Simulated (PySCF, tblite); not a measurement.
# C₇H₁₅NSi: geometry, infrared bands and NMR shifts

Aim: predict the infrared bands and NMR shifts of C₇H₁₅NSi (`[SiH3]N[C@H]1[C@H]2CC[C@@H]1CC2`).

Programs: tblite 0.8.0 and PySCF 2.14.0, with density-fitted response routines of our own. Each step states its level of theory. These are calculated values for one molecule in the gas phase, unless marked as measured. Atoms count from 0, in the outputs and in this text.

**1. The starting structure**

24 atoms, charge 0, multiplicity 1; geometry from: force field or distance geometry start.

Bonds of the start (Å): Si0–N1 1.81, N1–C2 1.41, C2–C3 1.55, C3–C4 1.50, C4–C5 1.51, C5–C6 1.51, C6–C7 1.51, C7–C8 1.53, C6–C2 1.52, C8–C3 1.49, Si0–H9 1.48, Si0–H10 1.48, Si0–H11 1.47, N1–H12 1.03, C2–H13 1.13, C3–H14 1.08, C4–H15 1.10, C4–H16 1.11, C5–H17 1.09, C5–H18 1.13, C6–H19 1.08, C7–H20 1.11, C7–H21 1.10, C8–H22 1.12, C8–H23 1.11.

**2. Relaxing the molecule with GFN2-xTB**

What the job is given:

```
{"job": {"kind": "relax", "xc": "GFN2-xTB", "basis": "xTB"}, "charge": 0, "multiplicity": 1}
Si     2.878900    -0.384000     0.544600
N      1.539800    -0.830900    -0.592700
C      0.595400     0.209200    -0.541900
C     -0.623600    -0.011900    -1.470100
C     -1.163800    -1.285800    -0.884400
C     -1.118600    -0.972400     0.588200
C     -0.234200     0.242000     0.734000
C     -1.112600     1.434500     0.425100
C     -1.478600     1.121900    -1.022400
H      3.591900     0.781600    -0.034200
H      2.329500     0.032200     1.850000
H      3.835500    -1.483600     0.732900
H      1.902900    -1.036400    -1.534500
H      1.021100     1.224500    -0.781000
H     -0.349200    -0.031100    -2.515100
H     -2.186000    -1.488100    -1.235500
H     -0.441000    -2.103100    -1.068300
H     -0.873400    -1.818900     1.232200
H     -2.161000    -0.646300     0.858400
H      0.326300     0.316800     1.655800
H     -2.006300     1.490500     1.077100
H     -0.512500     2.355500     0.494000
H     -1.216300     2.040900    -1.612200
H     -2.556000     0.862800    -1.058800
```

Started as:

```sh
OMP_NUM_THREADS=1 python probes_run.py task.json out
```

The driver reads the jobs from task.json and runs them one after another.

**Question.** This job is followed by: GFN2-xTB harmonic vibrations, gas phase; GIAO PBE0/pcSseg-1 NMR shielding, non-relativistic, gas phase. Predict these results of the whole session: strongest single infrared mode (GFN2-xTB); zero-point energy (GFN2-xTB); 13C shifts against TMS (PBE0/pcSseg-1, means over atoms taken as alike); 1H shifts against TMS (PBE0/pcSseg-1, means over atoms taken as alike); 29Si shifts against TMS (PBE0/pcSseg-1); 15N shifts against NH3 (PBE0/pcSseg-1).

As calculated:

| quantity | value |
| --- | --- |
| strongest single infrared mode (GFN2-xTB) | 2274 cm⁻¹, 374 km/mol |
| zero-point energy (GFN2-xTB) | 128.8 kcal/mol |
| 13C shifts against TMS (PBE0/pcSseg-1, means over atoms taken as alike) | 66.6, 43.2, 30.9, 28.8 ppm |
| 1H shifts against TMS (PBE0/pcSseg-1, means over atoms taken as alike) | 4.65, 2.78, 1.76, 1.73, 1.72, 1.26, 1.12, -0.22 ppm |
| 29Si shifts against TMS (PBE0/pcSseg-1) | -58.6 ppm |
| 15N shifts against NH3 (PBE0/pcSseg-1) | 23.8 ppm |

What this shows: The optimisation took 140 steps and gained 0.910 eV; among the close pairs (by a distance rule), Si0–N1 changed most, from 1.813 to 1.717 Å. All 66 modes are real, so the xTB geometry is a minimum. The strongest single mode, at 2274 cm⁻¹, moves mainly H11. GFN2-xTB is a fitted tight-binding method: band positions and strengths are rough. Its intensities can rank the bands wrongly. At PBE0/pcSseg-1: The largest span, 118 ppm, is at Si0, where the paramagnetic term is -472 ppm.
